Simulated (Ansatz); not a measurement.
# Cl2H4N2Ti: small, medium and large basis sets

An exercise on one series of results from a longer session: the logs are not shown, and one member is left open.

Program: Ansatz 0.2.0, Gaussian basis. Level of theory: one geometry, several basis sets. These are calculated values, not measurements.

Plan: PBE0-D4/def2-SVP; ωB97M-V/def2-SVP; PBE0-D4/def2-QZVPP; ωB97M-V/def2-QZVPP; the functionals' def2-TZVPP values are taken from earlier runs.

**The relaxed structure**

An earlier PBE0-D4 in a triple-zeta def2 set relaxation fixed the geometry.

SMILES `[NH2][Ti]([NH2])([Cl])[Cl]`, 9 atoms, charge 0, spin multiplicity 1.

Atoms are counted from 1 here; the program's logs count them from 0.

Bond lengths: N1–Ti2 1.856 Å, N1–H6 1.009 Å, N1–H7 1.012 Å, Ti2–N3 1.851 Å, Ti2–Cl4 2.210 Å, Ti2–Cl5 2.210 Å, N3–H8 1.012 Å, N3–H9 1.012 Å. Angles: Ti2–N1–H6 126.4°, Ti2–N1–H7 122.6°, H6–N1–H7 111.0°, N1–Ti2–N3 105.6°, N1–Ti2–Cl4 109.2°, N1–Ti2–Cl5 109.2°, N3–Ti2–Cl4 109.9°, N3–Ti2–Cl5 109.9°, Cl4–Ti2–Cl5 112.6°, Ti2–N3–H8 124.0°, Ti2–N3–H9 124.0°, H8–N3–H9 111.0°.

The first run:

in.yaml reads:

```yaml
crystal:
  periodic: [false, false, false]
  atoms:
    - {symbol: N, position_ang: [-1.162608, 0.889365, -0.536167]}
    - {symbol: Ti, position_ang: [0.401696, -0.106980, -0.455576]}
    - {symbol: N, position_ang: [0.513173, -0.719601, 1.287170]}
    - {symbol: Cl, position_ang: [0.248037, -1.817297, -1.846946]}
    - {symbol: Cl, position_ang: [2.123502, 1.203675, -0.905382]}
    - {symbol: H, position_ang: [-1.808257, 1.053650, 0.221460]}
    - {symbol: H, position_ang: [-1.473737, 1.347234, -1.383578]}
    - {symbol: H, position_ang: [1.047987, -0.263353, 2.014560]}
    - {symbol: H, position_ang: [0.198706, -1.632994, 1.587359]}
basis:
  gaussian: {orbitals: def2-SVP}
hamiltonian: {xc: pbe0, dispersion: d4}
output: {orbitals: {seedname: orbitals}}
```

The run is started by

```
$ ansatz run in.yaml --threads 4 --pin off --events-out ev --progress --plain --max-ram 10444MiB
```

Steps of the session up to this table: PBE0-D4 in def2-SVP; ωB97M-V in def2-SVP; PBE0-D4 in def2-QZVPP; ωB97M-V in def2-QZVPP.

One of the session's tables, all rows but one given; the rest of the session is left out.

It belongs to the step «Functionals by basis». 

```
functional       basis  HOMO (eV)  LUMO (eV)
   PBE0-D4    def2-SVP      -7.68      -2.17
   PBE0-D4  def2-TZVPP          ?          ?
   PBE0-D4  def2-QZVPP      -7.94      -2.34
   ωB97M-V    def2-SVP      -9.92       0.07
   ωB97M-V  def2-TZVPP     -10.19      -0.12
   ωB97M-V  def2-QZVPP     -10.23      -0.18
```

**Question.** Estimate the row for PBE0-D4, def2-TZVPP.

As computed: HOMO (eV): -7.91; LUMO (eV): -2.31. In the column «HOMO (eV)» it lies between PBE0-D4, def2-QZVPP (-7.94) and PBE0-D4, def2-SVP (-7.68).
